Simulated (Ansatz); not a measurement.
# C2H3FHfO2: the cost of one run

All numbers below are computed with Ansatz 0.2.0 (RKS LDA/def2-SVP).

**1. The system as given**

Bond lengths: C1–C2 1.209 Å, C2–Hf3 2.183 Å, Hf3–O4 1.878 Å, Hf3–O5 1.878 Å, Hf3–F6 1.911 Å, C1–H7 1.057 Å, O4–H8 0.964 Å, O5–H9 0.964 Å. Angles: C1–C2–Hf3 178.8°, C2–C1–H7 179.5°, C2–Hf3–O4 116.8°, C2–Hf3–O5 117.1°, C2–Hf3–F6 120.5°, O4–Hf3–O5 109.3°, O4–Hf3–F6 94.4°, O5–Hf3–F6 94.6°, Hf3–O4–H8 108.8°, Hf3–O5–H9 109.1°.

Structure file:

```xyz
9

C     2.2334    1.7282    0.8439
C     1.3228    1.0223    0.4764
Hf   -0.3335   -0.2585   -0.1418
O    -0.4644   -1.9362    0.6916
O    -2.0372    0.5265   -0.2290
F    -0.4017   -0.9679   -1.9144
H     3.0319    2.3462    1.1557
H    -0.8120   -2.5722    0.0567
H    -2.5392    0.1114   -0.9392
```

**2. Preparing the start**

File input.yaml:

```yaml
crystal:
  periodic: [false, false, false]
  atoms:
    - { symbol: C, position_ang: [2.23337, 1.72817, 0.84388] }
    - { symbol: C, position_ang: [1.32276, 1.02234, 0.47636] }
    - { symbol: Hf, position_ang: [-0.3335, -0.25846, -0.14177] }
    - { symbol: O, position_ang: [-0.46437, -1.93618, 0.69165] }
    - { symbol: O, position_ang: [-2.0372, 0.52649, -0.22896] }
    - { symbol: F, position_ang: [-0.40174, -0.9679, -1.91436] }
    - { symbol: H, position_ang: [3.03187, 2.34625, 1.15569] }
    - { symbol: H, position_ang: [-0.81202, -2.57216, 0.05674] }
    - { symbol: H, position_ang: [-2.53917, 0.11145, -0.93922] }
basis:
  gaussian: { orbitals: def2-SVP }
hamiltonian:
  xc: lda
relax:
  f_tol: 0.02
  max_steps: 40
scf:
  lower_state_search: "off"
output:
  orbitals: {}
```

Run with:

```bash
> ansatz run input.yaml --threads 2 --pin off --max-ram 3072MiB --backend cpu --events-out ev --progress --plain --runs-dir out
```

What time and memory should one allow on 2 threads of Arm Neoverse N1, shared host?

About 28 s, with a peak of 0.14 GiB.
